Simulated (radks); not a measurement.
# Kr⁺ in [Ar] 3d10 4s2 4p4.5 5s0.5: an all-electron calculation

An exercise on one series of results from a longer session: the logs are not shown, and one member is left open.

Program: radks (a radial shooting solver on a logarithmic mesh, Libxc functionals) version 1. Level of theory: scalar-relativistic Kohn-Sham, SCAN, spin-unpolarised, spherical densities, finite nucleus. These are calculated values, not measurements, unless marked.

## The system

```
element            : krypton (Z = 36)
charge             : +1
electrons          : 35
configuration      : [Ar] 3d10 4s2 4p4.5 5s0.5
nuclear rms radius : 4.1884 fm
```

The first run:

Settings of this run:

```text
Z 36
configuration [Ar] 3d10 4s2 4p4.5 5s0.5
relativity scalar-relativistic
functional scan,scan
spin unpolarised
nucleus finite rms 4.1884 fm
c 137.035999084
```

Among the steps run: Self-consistent calculation.

One of the session's tables, all rows but one given; the rest of the session is left out.

It belongs to the step «Shells». Sizes of the orbitals, from the radial functions (bohr):

```
level      <r>  outermost maximum (interpolated)  90 % within  nodes
   1s  0.04149                            0.0271       0.0742      0
   2s   0.1833                             0.154        0.283      1
   2p   0.1601                             0.123        0.261      0
   3s   0.5289                             0.466        0.786      2
   3p   0.5396                             0.463        0.822      1
   3d   0.5549                             0.412        0.908      0
   4s    1.527                              1.33         2.25      3
   4p        ?                                 ?            ?      ?
   5s    4.571                              4.07         6.62      4
```

Estimate the missing values for 4p.

As computed: <r>: 1.785; outermost maximum (interpolated): 1.50; 90 % within: 2.68; nodes: 2. In the column «<r>» it lies between 4s (1.527) and 5s (4.571).
